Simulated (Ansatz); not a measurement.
# CH5ClSi: the cost of one run

Computed with Ansatz 0.2.0, Gaussian basis. Level: PBE0-D4/def2-TZVP structures, single points in def2-TZVPP, no counterpoise correction.

Levels: SPW92, PBE-D4, BLYP-D4, r2SCAN-D4, B97M-V, PBE0-D4, B3LYP-D4, r2SCAN0-D4, BHLYP-D4, CAM-B3LYP-D4, wB97X-V, wB97M-V, B2PLYP, PBE-QIDH, RPA on PBE, Hartree-Fock, MP2, CCSD, CCSD(T).

Cores are frozen in the correlated methods. B3LYP uses VWN-RPA correlation. B2PLYP carries no dispersion term here.

94 further runs of the same task are left out: 94 set aside as unsound or not needed. Runs told in other sessions of the task aren't counted.

## (1) Starting geometry

The complex: 12 atoms, charge 0, spin multiplicity 1.

Atoms are counted from 1 here; the program's logs count them from 0.

Bond lengths: Si1–C2 1.864 Å, Si1–H3 1.479 Å, Si1–H4 1.479 Å, Si1–Cl5 2.100 Å, C2–H8 1.092 Å, C2–H9 1.089 Å, C2–H10 1.092 Å, H6–N7 1.013 Å, N7–H11 1.013 Å, N7–H12 1.013 Å. Angles: C2–Si1–H3 115.6°, C2–Si1–H4 115.6°, C2–Si1–Cl5 103.7°, H3–Si1–H4 113.8°, H3–Si1–Cl5 102.9°, H4–Si1–Cl5 102.8°, Si1–C2–H8 109.3°, Si1–C2–H9 112.6°, Si1–C2–H10 109.3°, H8–C2–H9 109.0°, H8–C2–H10 107.5°, H9–C2–H10 109.0°, H6–N7–H11 107.5°, H6–N7–H12 107.2°, H11–N7–H12 107.2°.

Coordinates:

```mol
CH8ClNSi
  3D, bonds by distance, orders not assigned

 12 10  0  0  0  0  0  0  0  0999 V2000
   -1.0856   -0.2142   -0.1014 Si  0  0
    0.1863   -1.4390    0.4961 C   0  0
   -0.9832    0.1685   -1.5263 H   0  0
   -1.3514    0.9245    0.8041 H   0  0
   -2.8860   -1.2935   -0.0354 Cl  0  0
    1.5060    1.7611    0.5243 H   0  0
    1.0227    1.5352   -0.3371 N   0  0
   -0.0763   -1.7708    1.5033 H   0  0
    1.1929   -1.0229    0.5110 H   0  0
    0.1741   -2.3175   -0.1530 H   0  0
    1.7240    1.2837   -1.0237 H   0  0
    0.5764    2.3848   -0.6619 H   0  0
  1  2  8  0
  1  3  8  0
  1  4  8  0
  1  5  8  0
  2  8  8  0
  2  9  8  0
  2 10  8  0
  6  7  8  0
  7 11  8  0
  7 12  8  0
M  END
```

Its parts: CH₅ClSi holds atoms 1, 2, 3, 4, 5, 8, 9, 10; NH₃ holds atoms 6, 7, 11, 12. Each part counts its atoms afresh in its own runs.

## (2) Relaxing CH₅ClSi alone

The input, relax-a/in.yaml:

```yaml
crystal:
  periodic: [false, false, false]
  atoms:
    - {symbol: Si, position_ang: [-1.085591, -0.214169, -0.101402]}
    - {symbol: C, position_ang: [0.186331, -1.438973, 0.496122]}
    - {symbol: H, position_ang: [-0.983161, 0.168487, -1.526316]}
    - {symbol: H, position_ang: [-1.351375, 0.924521, 0.804109]}
    - {symbol: Cl, position_ang: [-2.885987, -1.293473, -0.035401]}
    - {symbol: H, position_ang: [-0.076252, -1.770829, 1.503266]}
    - {symbol: H, position_ang: [1.192868, -1.022876, 0.510974]}
    - {symbol: H, position_ang: [0.174058, -2.317523, -0.153030]}
basis:
  gaussian: {orbitals: def2-TZVP}
hamiltonian: {xc: pbe0, dispersion: d4}
relax: {f_tol: 0.005, max_steps: 200}
```

Launch:

```console
> ansatz run in.yaml --threads 4 --pin off --events-out ev --progress --plain --max-ram 9574MiB
```

**Question.** How long does this run take on 4 threads of Arm Neoverse V2, shared host?

About 8.5 s.
